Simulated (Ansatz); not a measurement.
# SbMo2: the cost of one run

Method: DFT PBE, scalar-relativistic, plane waves, PAW, in Ansatz 0.2.0.

## Step 1: The system as given

The structure is hexagonal, space group P6/mmm (No. 191). Conventional cell: a = 4.816 Å, b = 4.816 Å, c = 2.952 Å, α = 90.00°, β = 90.00°, γ = 120.00°. Around Sb (site symmetry 6/mmm) lie 2 Sb at 2.95 Å and 12 Mo at 3.15 Å. Around Mo (site symmetry -6m2) lie 5 Mo at 2.78 to 2.95 Å and 6 Sb at 3.15 Å.

Coordinates:

```
Sb Mo
1.0
     4.81566    0.00000    0.00000
    -2.40783    4.17049    0.00000
     0.00000    0.00000    2.95200
Sb Mo
1 2
Direct
  0.00000 0.00000 0.00000
  0.33333 0.66667 0.50000
  0.66667 0.33333 0.50000
```

A structure generator made this guess: ordered superstructure of omega (P6/mmm, No. 191). The dimensions are guesses.

## Step 2: Probe: one point on a coarse mesh

input.yaml reads:

```yaml
crystal:
  lattice:
    - [4.81566432, 0.0, 0.0]
    - [-2.40783216, 4.17048764, 0.0]
    - [0.0, 0.0, 2.95200223]
  atoms:
    - { symbol: Sb, position: [0.0, 0.0, 0.0] }
    - { symbol: Mo, position: [0.33333333, 0.66666667, 0.5] }
    - { symbol: Mo, position: [0.66666667, 0.33333333, 0.5] }
basis:
  ecutwfc: 420
kpoints:
  mp_grid: { grid: [6, 6, 6] }
hamiltonian:
  xc: pbe
scf:
  occupations: { method: gaussian, width: 0.1 }
  lower_state_search: "off"
output:
  forces: true
  stress: true
  eigenvalues: true
```

On the command line:

```
$ ansatz run input.yaml --threads 1 --pin off --max-ram 2560MiB --backend cpu --events-out ev --progress --plain --runs-dir out
```

Q: Estimate wall time and peak memory on 1 thread of Arm Neoverse N1, shared host.

About 4 s, with a peak of 0.34 GiB.
